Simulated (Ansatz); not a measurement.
# AlGaH (quartet): wave-function methods side by side at distance Ga2–H3 = 2.884 Å, 6-31G

Aim: climb from Hartree-Fock through coupled cluster and multireference methods for AlGaH (quartet) at one geometry and basis, and see what each rung misses.

Method: 6-31G, core rule «outside noble gas», up to 19 orbitals frozen; program: Ansatz 0.2.0, Gaussian basis.

The runs, in order: UHF; CCSD(T) on ROHF; CCSD(T) on UHF; BCCD(T) on ROHF; CISD; CCSDT(Q) on ROHF; CCSDT(Q) on UHF; CASSCF and MRCISD+Q, 5 electrons in 5 orbitals; CASSCF and NEVPT2, 5 electrons in 5 orbitals; CASSCF and MRCISD+Q, 7 electrons in 9 orbitals; CASSCF and NEVPT2, 7 electrons in 9 orbitals; Full CI.

23 further runs of the same task are left out: 2 for a known fault of the program, 17 that didn't finish, 4 set aside as unsound or not needed.

## (1) What is computed

The geometry derives from a PBE0/def2-TZVP stationary point (not a proven minimum). One bond is set to the value named and the two fragments are kept rigid. No spin-orbit coupling is included. The filled d shell of Ga may be among the frozen orbitals whatever the setting's name suggests; the logs give the count.

3 atoms, charge 0, spin multiplicity 4.

Atoms are counted from 1 here; the program's logs count them from 0.

Bond lengths: Al1–Ga2 2.308 Å.

## (2) UHF

File in.yaml:

```yaml
crystal:
  periodic: [false, false, false]
  atoms:
    - {symbol: Al, position_ang: [0.000000, 0.000000, -2.500267]}
    - {symbol: Ga, position_ang: [0.000000, 0.000000, -0.191867]}
    - {symbol: H, position_ang: [0.000000, 0.000000, 2.692133]}
basis:
  gaussian: {orbitals: 6-31G}
magnetization: {spin_polarized: true, initial_magnetization: 3}
hamiltonian: {xc: hf}
output: {orbitals: {seedname: orbitals}}
```

Started as:

```
> ansatz run in.yaml --threads 1 --pin off --events-out ev --progress --plain --max-ram 2393MiB
```

After this run come: CCSD(T) on ROHF; CCSD(T) on UHF; BCCD(T) on ROHF; CISD; CCSDT(Q) on ROHF; CCSDT(Q) on UHF; CASSCF and MRCISD+Q, 5 electrons in 5 orbitals; CASSCF and NEVPT2, 5 electrons in 5 orbitals; CASSCF and MRCISD+Q, 7 electrons in 9 orbitals; CASSCF and NEVPT2, 7 electrons in 9 orbitals; Full CI.

Before running them: what should the planned runs give, taken together? Wanted: FCI below the RHF energy; RMP2 from FCI; UMP2 from FCI; RCCSD from FCI; RCCSD(T) from FCI; UCCSD(T) from FCI; RCCSDT(Q) from FCI; UCCSDT(Q) from FCI; NEVPT2 pair from FCI.

The runs gave:

| quantity | value |
| --- | --- |
| FCI below the RHF energy | -2.5026 eV |
| RMP2 from FCI | +776.8 meV |
| UMP2 from FCI | +957.0 meV |
| RCCSD from FCI | +146.7 meV |
| RCCSD(T) from FCI | +48.7 meV |
| UCCSD(T) from FCI | +60.4 meV |
| RCCSDT(Q) from FCI | +5.3 meV |
| UCCSDT(Q) from FCI | +5.9 meV |
| NEVPT2 pair from FCI | +603.6 meV |
| MRCISD+Q pair from FCI | +26.7 meV |
| NEVPT2 valence from FCI | +155.7 meV |
| levels within 1 kcal/mol (43 meV) | RCCSDT, UCCSDT, RCCSDT(Q), UCCSDT(Q), MRCISD+Q pair, MRCISD valence, MRCISD+Q valence |
| T1 diagnostic | 0.047 |
| effectively unpaired electrons | 3.23 |

What this shows: RCCSD(T) lands +48.7 meV from the yardstick (1.9 % of the correlation energy). The occupations show some static correlation. Of the multireference levels listed MRCISD+Q valence comes nearest in total energy (+2.3 meV), which doesn't show that its space is the better one. These misses are within one basis, not against nature; the frozen cores of restricted and unrestricted runs differ, which can shift their rows.
